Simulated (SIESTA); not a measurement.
An input for SIESTA 5.4.2 (Ru):

Ru.fdf

```
SystemName                      Ru
SystemLabel                     Ru
NumberOfSpecies                 1
NumberOfAtoms                   6
%block ChemicalSpeciesLabel
  1  44 Ru
%endblock ChemicalSpeciesLabel

LatticeConstant                 2.7057993300 Ang
%block LatticeParameters
  1.0000000000 1.0000000000 9.4998730006 90.0000000000 90.0000000000 120.0000000002
%endblock LatticeParameters
AtomicCoordinatesFormat         Fractional
%block AtomicCoordinatesAndAtomicSpecies
     0.6666666667     0.3333333334     0.2917748665  1  Ru
     0.3333333333     0.6666666666     0.3750649199  1  Ru
     0.6666666667     0.3333333334     0.4583549733  1  Ru
     0.3333333333     0.6666666666     0.5416450267  1  Ru
     0.6666666667     0.3333333334     0.6249350801  1  Ru
     0.3333333333     0.6666666666     0.7082251335  1  Ru
%endblock AtomicCoordinatesAndAtomicSpecies

%block kgrid.MonkhorstPack
    8   0   0  0.0
    0   8   0  0.0
    0   0   1  0.0
%endblock kgrid.MonkhorstPack
%block XC.Mix
  2
  GGA LIBXC-00-GGA_X_PBE 1.0 0.0
  GGA LIBXC-00-GGA_C_PBE 0.0 1.0
%endblock XC.Mix
PAO.BasisSize                   DZDP
PAO.EnergyShift                 0.01 Ry
Mesh.Cutoff                     800 Ry
Spin                            spin-orbit
%block DM.InitSpin
    1   0.999    54.74    45.00
    2   0.501   125.26  -135.00
    3   0.999    54.74    45.00
    4   0.501   125.26  -135.00
    5   0.999    54.74    45.00
    6   0.501   125.26  -135.00
%endblock DM.InitSpin
WriteOrbMom                     true
OccupationFunction              FD
ElectronicTemperature           0.05 eV
Slab.DipoleCorrection           vacuum
MaxSCFIterations                200
SCF.MustConverge                false
SCF.Mixer.Method                Pulay
SCF.Mixer.Weight                0.1
SCF.Mixer.History               10
SCF.DM.Tolerance                5.0e-05
SCF.H.Tolerance                 1.0e-03 eV
WriteForces                     true
Charge.Mulliken                 end
Charge.Hirshfeld                end
Charge.Voronoi                  end
SaveRho                         true
SaveElectrostaticPotential      true
MD.TypeOfRun                    Broyden
MD.Steps                        40
MD.MaxForceTol                  0.02 eV/Ang
MD.MaxDispl                     0.1 Ang
WriteCoorStep                   true
AtomCoorFormatOut               Fractional
%block Geometry.Constraints
  atom [1 2 3]
%endblock Geometry.Constraints
%block PAO.PolarizationScheme
  Ru non-perturbative
%endblock PAO.PolarizationScheme
```

Potentials or basis: PseudoDojo 0.4 standard (PBE files, fully relativistic), DZDP (energy shift 0.01 Ry).

Launch:

```console
$ siesta < Ru.fdf > Ru.out 2>&1
```

Does this run start?

The run stopped without a result. It printed:

Ru.out:

```text
Version         : 5.4.2

                           ***********************
                           *  WELCOME TO SIESTA  *
                           ***********************

 NOTE: Siesta V5 introduces some new defaults for basis-set generation
 NOTE: which might lead to slightly different numerical results.
 NOTE: Please see the manual for full details and compatibility measures.

[... 521 lines left out ...]

dipole: A dipole layer will be introduced in the vacuum
dipole: region to compensate the vacuum field
dipole: Dipole direction     0.000000     0.000000     1.000000
dipole: Field tolerance [eV/Ang/e]     0.000100
dipole: Vacuum plane point automatically determined

Dipole moment in unit cell =      -0.0000      -0.0000      -0.0000 D
Electric field for dipole correction =     0.000000     0.000000     0.000000 eV/Ang/e
cdiag: Failure to converge standard eigenproblem
Stopping Program from Node:    0
cdiag: Failure to converge standard eigenproblem
Stopping Program from Node:    0
```
